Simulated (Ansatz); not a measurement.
**GaH₃+ (quartet): the correlation ladder, aug-cc-pVDZ**

How much of the correlation energy of GaH₃+ (quartet) does each wave-function method recover here?

Program: Ansatz 0.2.0, Gaussian basis. Level of theory: aug-cc-pVDZ, core rule «outside noble gas», up to 14 orbitals frozen. These are calculated values, not measurements.

To be run: UHF; CCSD(T) on ROHF; CCSD(T) on UHF; BCCD(T) on ROHF; CISD as a restricted active space (open shells left free, so some higher excitations enter); CCSDT(Q) on ROHF; CCSDT(Q) on UHF; CISDTQ; CCSDTQ on ROHF; CCSDTQ on UHF; Full CI.

12 further runs of the same task are left out: 5 for a known fault of the program, 1 that didn't finish, 6 set aside as unsound or not needed. Runs told in other sessions of the task aren't counted.

## (1) The system

The geometry is a PBE0/def2-TZVP stationary point (not a proven minimum) of the parent state, kept for this charge and spin. No spin-orbit coupling is included. The filled d shell of Ga may be among the frozen orbitals whatever the setting's name suggests.

4 atoms, charge 1, spin multiplicity 4.

Atoms are counted from 1 here; the program's logs count them from 0.

Bond lengths: Ga1–H2 1.585 Å, Ga1–H3 1.955 Å, Ga1–H4 1.955 Å, H3–H4 0.811 Å. Angles: H2–Ga1–H3 100.5°, H2–Ga1–H4 100.5°, H3–Ga1–H4 23.9°, Ga1–H3–H4 78.0°, Ga1–H4–H3 78.0°.

As a file:

| atom | x (Å) | y (Å) | z (Å) |
| --- | --- | --- | --- |
| Ga1 | 0.0000 | 0.0277 | -0.0457 |
| H2 | 0.0000 | -1.4776 | -0.5415 |
| H3 | 0.4054 | -0.2202 | 1.8512 |
| H4 | -0.4054 | -0.2202 | 1.8512 |

## (2) UHF

The input, in.yaml:

```yaml
crystal:
  periodic: [false, false, false]
  atoms:
    - {symbol: Ga, position_ang: [0.000000, 0.027726, -0.045695]}
    - {symbol: H, position_ang: [0.000000, -1.477599, -0.541473]}
    - {symbol: H, position_ang: [0.405418, -0.220158, 1.851181]}
    - {symbol: H, position_ang: [-0.405418, -0.220158, 1.851181]}
basis:
  gaussian: {orbitals: aug-cc-pVDZ}
total_charge: 1
magnetization: {spin_polarized: true, initial_magnetization: 3}
hamiltonian: {xc: hf}
output: {orbitals: {seedname: orbitals}}
```

The run is started by

```console
ansatz run in.yaml --threads 1 --pin off --events-out ev --progress --plain --max-ram 4160MiB --backend cpu
```

After this run come: CCSD(T) on ROHF; CCSD(T) on UHF; BCCD(T) on ROHF; CISD as a restricted active space (open shells left free, so some higher excitations enter); CCSDT(Q) on ROHF; CCSDT(Q) on UHF; CISDTQ; CCSDTQ on ROHF; CCSDTQ on UHF; Full CI.

Before running them: what should the planned runs give, taken together? Wanted: FCI from the RHF energy; RMP2 from FCI; UMP2 from FCI; RCCSD from FCI; RCCSD(T) from FCI; UCCSD(T) from FCI; RCCSDT(Q) from FCI; UCCSDT(Q) from FCI; T1 diagnostic.

As calculated:

```
                         quantity                                                                                              value
          FCI from the ROHF energy                                                                                         -1.4998 eV
                    RMP2 from FCI                                                                                         +420.0 meV
                    UMP2 from FCI                                                                                         +389.1 meV
                   RCCSD from FCI                                                                                          +34.4 meV
                RCCSD(T) from FCI                                                                                          +11.4 meV
                UCCSD(T) from FCI                                                                                          -15.7 meV
               RCCSDT(Q) from FCI                                                                                           -0.8 meV
               UCCSDT(Q) from FCI                                                                                          -27.7 meV
levels within 1 kcal/mol (43 meV)  RCCSD, UCCSD, RCCSD(T), UCCSD(T), BCCD(T), RCCSDT, UCCSDT, RCCSDT(Q), UCCSDT(Q), RCCSDTQ, UCCSDTQ
                    T1 diagnostic                                                                                              0.024
   effectively unpaired electrons                                                                                               3.01
```

**Reading.** RCCSD(T) misses by +11.4 meV, 0.8 % of the correlation energy. CCSD(T) misses by +11.4 meV on the restricted determinant and by -15.7 meV on the unrestricted one; the two need not hold the same state or core. UCCSD(T), UCCSDT, UCCSDT(Q), UCCSDTQ fall below full CI: unrestricted runs freeze a spin-polarised core, another one than full CI's, and coupled cluster isn't variational. One determinant dominates. These misses are within one basis, not against nature; the frozen cores of restricted and unrestricted runs differ, which can shift their rows.

Levels on UHF freeze UHF's core orbitals, full CI those of ROHF, so the U rows can settle a little off it for that reason alone.
